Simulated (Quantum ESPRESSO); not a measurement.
Crystal: Hf.

```
CELL_PARAMETERS angstrom
3.19750 0.00000 0.00000
-1.59875 2.76912 0.00000
0.00000 0.00000 5.05000
ATOMIC_POSITIONS crystal
Hf 0.33333 0.66667 0.25000
Hf 0.66667 0.33333 0.75000
```

A run of Quantum ESPRESSO 7.5 on this cell left the log below. Logs are shortened: lines on timing, memory, paths and dates and some standing lists are left out, and cuts for length are marked.

```text
This program is part of the open-source Quantum ESPRESSO suite
     for quantum simulation of materials; please cite
[... 9 lines left out ...]
     --------------------
     sticks:   dense  smooth     PW     G-vecs:    dense   smooth      PW
     Sum         913     451    139                34833    12287    2129

     Using Slab Decomposition

     bravais-lattice index     =            0
     lattice parameter (alat)  =       6.0424  a.u.
     unit-cell volume          =     301.7447 (a.u.)^3
     number of atoms/cell      =            2
     number of atomic types    =            1
     number of electrons       =        24.00
     number of Kohn-Sham states=           19
     kinetic-energy cutoff     =      45.0000  Ry
     charge density cutoff     =     360.0000  Ry
     scf convergence threshold =      4.0E-10
     mixing beta               =       0.5000
     number of iterations used =            8  plain     mixing
     energy convergence thresh.=      1.0E-05
     force convergence thresh. =      4.0E-04
     press convergence thresh. =      3.0E-01
     Exchange-correlation= SLA  PW   PSX  PSC
                           (   1   4  10   8   0   0   0)
     nstep                     =           40

     celldm(1)=   6.042399  celldm(2)=   0.000000  celldm(3)=   0.000000
     celldm(4)=   0.000000  celldm(5)=   0.000000  celldm(6)=   0.000000

     crystal axes: (cart. coord. in units of alat)
               a(1) = (   1.000000   0.000000   0.000000 )
               a(2) = (  -0.500000   0.866025   0.000000 )
               a(3) = (   0.000000   0.000000   1.579359 )

     reciprocal axes: (cart. coord. in units 2 pi/alat)
               b(1) = (  1.000000  0.577350 -0.000000 )
               b(2) = (  0.000000  1.154701  0.000000 )
               b(3) = (  0.000000 -0.000000  0.633168 )

     PseudoPot. # 1 for Hf read from file:
     hf_pbesol_v1.uspp.F.UPF
     Pseudo is Ultrasoft + core correction, Zval = 12.0
     Generated by new atomic code, or converted to UPF format
     Using radial grid of  921 points,  8 beta functions with:
                l(1) =   0
                l(2) =   0
                l(3) =   0
                l(4) =   1
                l(5) =   1
                l(6) =   2
                l(7) =   2
                l(8) =   3
     Q(r) pseudized with  6 coefficients,  rinner =    1.200   1.200   1.200
                                                       1.200   1.200   1.200
[... 664 lines left out ...]
     charge density cutoff     =     360.0000  Ry
     scf convergence threshold =      4.0E-12
     mixing beta               =       0.5000
     number of iterations used =            8  plain     mixing
     press convergence thresh. =      3.0E-01
     Exchange-correlation= SLA  PW   PSX  PSC
                           (   1   4  10   8   0   0   0)

     celldm(1)=   6.042399  celldm(2)=   0.000000  celldm(3)=   0.000000
     celldm(4)=   0.000000  celldm(5)=   0.000000  celldm(6)=   0.000000

     crystal axes: (cart. coord. in units of alat)
               a(1) = (   0.989056   0.000000  -0.000000 )
               a(2) = (  -0.494528   0.856548   0.000000 )
               a(3) = (   0.000000   0.000000   1.562782 )

     reciprocal axes: (cart. coord. in units 2 pi/alat)
               b(1) = (  1.011065  0.583739 -0.000000 )
               b(2) = ( -0.000000  1.167478 -0.000000 )
               b(3) = (  0.000000 -0.000000  0.639885 )

     PseudoPot. # 1 for Hf read from file:
     hf_pbesol_v1.uspp.F.UPF
     Pseudo is Ultrasoft + core correction, Zval = 12.0
     Generated by new atomic code, or converted to UPF format
     Using radial grid of  921 points,  8 beta functions with:
                l(1) =   0
                l(2) =   0
                l(3) =   0
                l(4) =   1
                l(5) =   1
                l(6) =   2
                l(7) =   2
                l(8) =   3
     Q(r) pseudized with  6 coefficients,  rinner =    1.200   1.200   1.200
                                                       1.200   1.200   1.200
                                                       1.200

     atomic species   valence    mass     pseudopotential
     Hf               12.00   178.49000     Hf( 1.00)

     24 Sym. Ops., with inversion, found (12 have fractional translation)

   Cartesian axes

     site n.     atom                  positions (alat units)
         1        Hf     tau(   1) = (  -0.0000000   0.5710317   0.3906954  )
         2        Hf     tau(   2) = (   0.4945279   0.2855158   1.1720863  )

     number of k points=   336  Gaussian smearing, width (Ry)=  0.0073

     Number of k-points >= 100: set verbosity='high' to print them.

     Dense  grid:    33669 G-vectors     FFT dimensions: (  40,  40,  60)

     Smooth grid:    11891 G-vectors     FFT dimensions: (  25,  25,  48)

     Initial potential from superposition of free atoms

     starting charge      20.0000, renormalised to      24.0000

     negative rho (up, down):  2.607E-01 0.000E+00
     Starting wfcs are   26 randomized atomic wfcs

     Self-consistent Calculation

     iteration #  1     ecut=    45.00 Ry     beta= 0.50
     Davidson diagonalization with overlap
     c_bands:  1 eigenvalues not converged
     c_bands:  1 eigenvalues not converged
     c_bands:  1 eigenvalues not converged
     c_bands:  1 eigenvalues not converged
     c_bands:  1 eigenvalues not converged
     c_bands:  1 eigenvalues not converged
[... 175 lines left out ...]
     negative rho (up, down):  2.271E-01 0.000E+00
          total   stress  (Ry/bohr**3)                   (kbar)     P=       -0.76
  -0.00000622  -0.00000000   0.00000000           -0.92       -0.00        0.00
  -0.00000000  -0.00000622   0.00000000           -0.00       -0.92        0.00
   0.00000000   0.00000000  -0.00000296            0.00        0.00       -0.44

=------------------------------------------------------------------------------=
   JOB DONE.
=------------------------------------------------------------------------------=
```

Question: Write the input and the command behind it.

Answer: Relaxation of cell and atoms with PBEsol, no spin polarisation. The files as run (others can give the same):

pw.in
```
&CONTROL
  calculation = 'vc-relax'
  prefix = 'pwscf'
  outdir = './tmp'
  pseudo_dir = './pseudo'
  tprnfor = .true.
  tstress = .true.
  disk_io = 'low'
  nstep = 40
  forc_conv_thr = 0.0004
  etot_conv_thr = 1d-05
/
&SYSTEM
  ibrav = 0
  nat = 2
  ntyp = 1
  ecutwfc = 45
  ecutrho = 360
  nbnd = 19
  occupations = 'smearing'
  smearing = 'gaussian'
  degauss = 0.00734986
/
&ELECTRONS
  conv_thr = 4d-10
  electron_maxstep = 120
  mixing_beta = 0.5
/
&IONS
  ion_dynamics = 'bfgs'
/
&CELL
  cell_dynamics = 'bfgs'
  press = 0
  press_conv_thr = 0.3
/
ATOMIC_SPECIES
Hf   178.4900 hf_pbesol_v1.uspp.F.UPF
CELL_PARAMETERS angstrom
   3.1975000000    0.0000000000    0.0000000000
  -1.5987500000    2.7691162286    0.0000000000
   0.0000000000    0.0000000000    5.0500000000
ATOMIC_POSITIONS crystal
Hf     0.3333333333    0.6666666667    0.2500000000
Hf     0.6666666667    0.3333333333    0.7500000000
K_POINTS automatic
21 21 12 0 0 0
```

Potentials or basis: GBRV 1.5 PBEsol.
Run with:
```console
$ OMP_NUM_THREADS=1 pw.x -in pw.in > pw.out
```
